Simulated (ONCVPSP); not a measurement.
# Ge: the cost of one run

The numbers are computed with ONCVPSP 4.0.1.1 (patched build) (PBE, scalar-relativistic, spin-unpolarised reference atom).

## Step 1: The design

The settings as typed:

```
element                 : germanium (Ge, Z = 32)
type                    : optimised norm-conserving Vanderbilt (ONCV)
frozen core             : [Ne]
valence charge          : 22
reference configuration : 3s2 3p6 3d10 4s2 4p2
partial waves           : 3s+4s: rc 1.00 bohr, ncon 3, nbas 6, qcut 9.9 1/bohr, 2 projectors; 3p+4p: rc 0.95 bohr, ncon 5, nbas 9, qcut 15.3 1/bohr, 2 projectors; 3d: rc 0.75 bohr, ncon 3, nbas 7, qcut 22.7 1/bohr, local
local potential         : the d channel
core correction         : Teter function fitted to the true core (icmod 2), fcfact 0.5
```

## Step 2: The generation run

Contents of Ge.dat:

```
# ATOM AND REFERENCE CONFIGURATION
# atsym  z   nc   nv     iexc    psfile
  Ge 32.00    3    5        4      upf
#
#   n    l    f
    1    0    2.00
    2    0    2.00
    2    1    6.00
    3    0    2.00
    3    1    6.00
    3    2   10.00
    4    0    2.00
    4    1    2.00
#
# PSEUDOPOTENTIAL AND OPTIMIZATION
# lmax
    2
#
#   l,   rc,      ep,       ncon, nbas, qcut
    0    1.00    0.00    3    6    9.90
    1    0.95    0.00    5    9   15.30
    2    0.75    0.00    3    7   22.70
#
# LOCAL POTENTIAL
# lloc, lpopt,  rc(5),   dvloc0
    2    5    0.75    0.00
#
# VANDERBILT-KLEINMAN-BYLANDER PROJECTORs
# l, nproj, debl
    0    2    2.20
    1    2    1.90
    2    0    2.80
#
# MODEL CORE CHARGE
# icmod, fcfact, rcfact
    2    0.50    0.70
#
# LOG DERIVATIVE ANALYSIS
# epsh1, epsh2, depsh
   -8.00    5.00    0.04
#
# OUTPUT GRID
# rlmax, drl
    6.00    0.01
#
# TEST CONFIGURATIONS
# ncnf
    4
# nvcnf
#   n    l    f
    5
    3    0    2.00
    3    1    6.00
    3    2   10.00
    4    0    2.00
    4    1    1.00
#
    5
    3    0    2.00
    3    1    6.00
    3    2   10.00
    4    0    2.00
    4    1    0.00
#
    5
    3    0    2.00
    3    1    6.00
    3    2   10.00
    4    0    1.00
    4    1    0.00
#
    5
    3    0    2.00
    3    1    6.00
    3    2   10.00
    4    0    1.00
    4    1    3.00
#
```

Command:

```sh
$ oncvpsp.x < Ge.dat > Ge.out
```

**Question.** How long does this run take on 1 thread of Neoverse-V1, shared host?

About 4.1 s.
